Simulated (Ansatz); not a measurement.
# ZnSi2N2: the cost of one run

Computed with Ansatz 0.2.0 (DFT PBE, scalar-relativistic, plane waves, PAW, unless a step's input says otherwise).

1 further run of the same task is left out (it didn't finish).

### Step 1. The structure to begin with

Symmetry: I4/mmm, No. 139, tetragonal system. Conventional cell: a = 3.732 Å, b = 3.732 Å, c = 9.916 Å, α = 90.00°, β = 90.00°, γ = 90.00°. Zn (site symmetry 4/mmm) has 2 N at 2.58 Å as nearest neighbours. Around Si (site symmetry -4m2) lie 4 N at 1.87 Å. N (site symmetry 4mm) has 4 Si at 1.87 Å and 1 Zn at 2.58 Å as nearest neighbours.

Coordinates:

```cif
data_structure
_symmetry_space_group_name_H-M 'I4/mmm'
_symmetry_Int_Tables_number 139
_cell_length_a 3.7319
_cell_length_b 3.7319
_cell_length_c 9.9162
_cell_angle_alpha 90.000
_cell_angle_beta 90.000
_cell_angle_gamma 90.000
_cell_volume 138.11
loop_
_atom_site_label
_atom_site_type_symbol
_atom_site_symmetry_multiplicity
_atom_site_Wyckoff_symbol
_atom_site_fract_x
_atom_site_fract_y
_atom_site_fract_z
_atom_site_occupancy
Zn1 Zn 2 a 0.00000 0.00000 0.00000 1
Si1 Si 4 d 0.00000 0.50000 0.25000 1
N1 N 4 e 0.00000 0.00000 0.26035 1
```

It is the end of an earlier relaxation with the same method, from a database cell with other species swapped in; it needn't be the stable form of this composition. At a tolerance of 0.05 Å it has space group I4/mmm (No. 139); it has 13.81 Å³/atom, an uncorrected energy of +0.43 eV/atom over the elements.

### Step 2. Static run: bands, density of states and charges

Contents of input.yaml:

```yaml
crystal:
  lattice:
    - [-1.8659748023, 1.8659748023, 4.9581123362]
    - [1.8659748023, -1.8659748023, 4.9581123362]
    - [1.8659748023, 1.8659748023, -4.9581123362]
  atoms:
    - { symbol: Zn, position: [0.0, 0.0, 0.0] }
    - { symbol: Si, position: [0.75, 0.25, 0.5] }
    - { symbol: Si, position: [0.25, 0.75, 0.5] }
    - { symbol: "N", position: [0.260352641, 0.260352641, 0.0] }
    - { symbol: "N", position: [0.739647359, 0.739647359, 0.0] }
basis:
  ecutwfc: 420
kpoints:
  mp_grid: { grid: [14, 14, 14] }
  band_path:
    path:
      - [[0.0, 0.0, 0.0], [0.0, 0.0, 0.5], [0.25, 0.25, 0.25], [0.0, 0.5, 0.0], [0.0, 0.0, 0.0], [0.5, 0.5, -0.5], [0.28540942, 0.71459058, -0.28540942]]
      - [[-0.28540942, 0.28540942, 0.28540942], [0.0, 0.0, 0.0]]
      - [[0.0, 0.0, 0.5], [-0.07081884, 0.07081884, 0.5]]
      - [[0.5, 0.5, -0.07081884], [0.5, 0.5, -0.5]]
    npoints: 14
hamiltonian:
  xc: pbe
scf:
  occupations: { method: gaussian, width: 0.1 }
  n_extra_bands: 12
output:
  forces: true
  stress: true
  eigenvalues: true
  populations: true
  dos: { projected: true, de: 0.02, nscf_kmesh: { grid: [17, 17, 17] } }
  bader: true
```

Command:

```console
ansatz run input.yaml --threads 1 --pin off --max-ram 2560MiB --backend cpu --events-out ev --progress --plain --runs-dir out
```

**Question.** How long does this run take on 1 thread of Intel Xeon at 2.70GHz, shared host, and how much memory does it need?

About 1.7 min, with a peak of 0.75 GiB.
